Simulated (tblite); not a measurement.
# C5H7BF3P: the cost of one run

The runs use tblite 0.8.0 and PySCF 2.14.0, with density-fitted response routines of our own; the level of theory stands in each step. All values are computed, except where a source is named. Atoms are numbered from 0 throughout.

## Step 1: Starting geometry

17 atoms, charge 0, multiplicity 1; geometry from: force field or distance geometry start.

Bonds of the start (Å): F0–C1 1.35, C1–F2 1.36, C1–C3 1.34, C3–F4 1.37, C3–C5 1.51, C5–B6 1.59, B6–P7 1.92, C5–C8 1.53, C8–C9 1.52, C9–C5 1.53, B6–H10 1.18, P7–H11 1.46, P7–H12 1.45, C8–H13 1.11, C8–H14 1.11, C9–H15 1.11, C9–H16 1.12.

## Step 2: Relaxing the molecule with GFN2-xTB

Job settings and geometry (Å):

```
{"job": {"kind": "relax", "xc": "GFN2-xTB", "basis": "xTB"}, "charge": 0, "multiplicity": 1}
F      0.892400     1.551200    -1.472200
C      1.398100     1.670000    -0.229200
F      2.257900     2.688900     0.059400
C      1.090800     0.788700     0.727800
F      1.597800     0.943600     1.994800
C      0.123500    -0.348000     0.479900
B     -1.435200    -0.084300     0.659600
P     -2.479400     0.587900    -0.806100
C      0.561400    -1.397400    -0.538700
C      0.614900    -1.715900     0.949600
H     -1.921300    -0.160100     1.737600
H     -3.618400     0.941300     0.031000
H     -1.882800     1.903100    -0.756600
H      1.559900    -1.243500    -1.004700
H     -0.267000    -1.912400    -1.071800
H     -0.159500    -2.442800     1.277600
H      1.660000    -1.758300     1.338600
```

Started as:

```console
> OMP_NUM_THREADS=1 python probes_run.py task.json out
```

One launch serves the whole session: the jobs run in the order shown.

Q: Estimate the wall time and peak memory of this first job on 1 thread of Arm Neoverse V1, shared host.

About 1.4 s, with a peak of 0.18 GiB.
